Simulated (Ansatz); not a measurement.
## AlGa: a search for lower mean-field states

Program: Ansatz's Python interface.

The script, `states_alga.py`:
```python
import ansatz
import numpy as np


def main() -> None:
    geometry_ang = [
        ('Al', (0.0, 0.0, 0.0)),
        ('Ga', (0.0, 0.0, 2.4)),
    ]
    system = ansatz.Crystal.molecule()
    for symbol, xyz in geometry_ang:
        system = system.atom(symbol, xyz)
    symbols = [site.symbol for site in system.cartesian_sites]

    start = np.array([site.position_ang for site in system.cartesian_sites])
    for factor in [1.0, 1.25, 1.6]:
        xyz = (start - start.mean(axis=0)) * factor
        scaled = ansatz.Crystal.molecule()
        for symbol, place in zip(symbols, xyz):
            scaled = scaled.atom(symbol, place.tolist())
        calc = (
            scaled.calculation()
            .basis(gaussian='def2-TZVP')
            .functional('HF')
            .accuracy('medium')
            .spin('collinear', total=2)
        )
        for search in ('off', 'standard'):
            try:
                r = calc.scf(lower_state_search=search).run().report
            except ansatz.AnsatzError as error:
                print(f'x{factor} search {search}: {type(error).__name__}')
                continue
            state = r['mean_field']['state']
            print(f'all distances x{factor}, search {search:8s} E = {r["free_energy_ev"]:.5f} eV  <S^2> = {abs(state["spin_squared"]):.3f}  other states met: {len(r["mean_field"]["others"])}')


if __name__ == '__main__':
    main()
```

```console
$ python states_alga.py
all distances x1.0, search off      E = -58915.74163 eV  <S^2> = 2.332  other states met: 0
all distances x1.0, search standard E = -58915.78703 eV  <S^2> = 2.208  other states met: 5
all distances x1.25, search off      E = -58916.00107 eV  <S^2> = 2.036  other states met: 0
all distances x1.25, search standard E = -58916.00107 eV  <S^2> = 2.036  other states met: 4
all distances x1.6, search off      E = -58915.51613 eV  <S^2> = 2.035  other states met: 0
all distances x1.6, search standard E = -58915.51613 eV  <S^2> = 2.035  other states met: 9
```

What to keep in mind:
- The settings weren't tested for convergence.
- The count of other states can hold repeated and symmetry-equivalent ends of the search; scaling all distances is a test, and for more than two atoms no physical path.
- The run takes the species as open-shell (spin multiplicity 3), which needn't be its ground state.
- The expectation value of S² is noticeably off S(S+1) in at least one run, so that state is spin-contaminated.
- The spin state was assumed, and another may lie lower.
- The whole script took 27 s on 1 thread of Arm Neoverse V1, on a shared host, peak memory 0.23 GiB.
